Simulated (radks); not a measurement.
# The Coulomb parameter U of the 4d shell of Tc

An exercise on one series of results from a longer session: the logs are not shown, and one member is left open.

Method: scalar-relativistic Kohn-Sham, PBE, spin-unpolarised, spherical densities, finite nucleus. Code: radks (a radial shooting solver on a logarithmic mesh, Libxc functionals) version 1.

## The atom as given

```
element            : technetium (Z = 43)
charge             : 0
electrons          : 43
configuration      : [Kr] 4d6 5s1
nuclear rms radius : 4.4112 fm
```

Outer shells as boxes (Hund's rule):

Tc
```
[Kr] core
4d [↑↓][↑ ][↑ ][↑ ][↑ ]
5s [↑ ]
```

Set-up of the first run:

The run's settings:

```text
Z 43
configuration [Kr] 4d6 5s1
relativity scalar-relativistic
functional pbe,pbe
spin unpolarised
nucleus finite rms 4.4112 fm
c 137.035999084
```

On the command line:

```console
> python run_ks.py task.json out
```

The same process makes all the runs of this session.

Steps of the session up to this table: Start: [Kr] 4d6 5s1.

One of the session's tables, all rows but one given; the rest of the session is left out.

It belongs to the step «Start: [Kr] 4d6 5s1». Sizes of the orbitals, from the radial functions (bohr):

| level | <r> | outermost maximum (interpolated) | 90 % within | nodes |
| --- | --- | --- | --- | --- |
| 2p | 0.1304 | 0.101 | 0.212 | 0 |
| 3s | 0.4154 | 0.372 | 0.613 | 2 |
| 3p | 0.4164 | 0.366 | 0.628 | 1 |
| 3d | 0.3990 | 0.311 | 0.636 | 0 |
| 4s | 1.061 | 0.950 | 1.55 | 3 |
| 4p | ? | ? | ? | ? |
| 4d | 1.835 | 1.29 | 3.04 | 1 |
| 5s | 3.484 | 2.83 | 5.29 | 4 |

**Question.** Estimate the row for 4p.

As computed: <r>: 1.180; outermost maximum (interpolated): 1.03; 90 % within: 1.75; nodes: 2. In the column «<r>» it lies between 4s (1.061) and 4d (1.835).
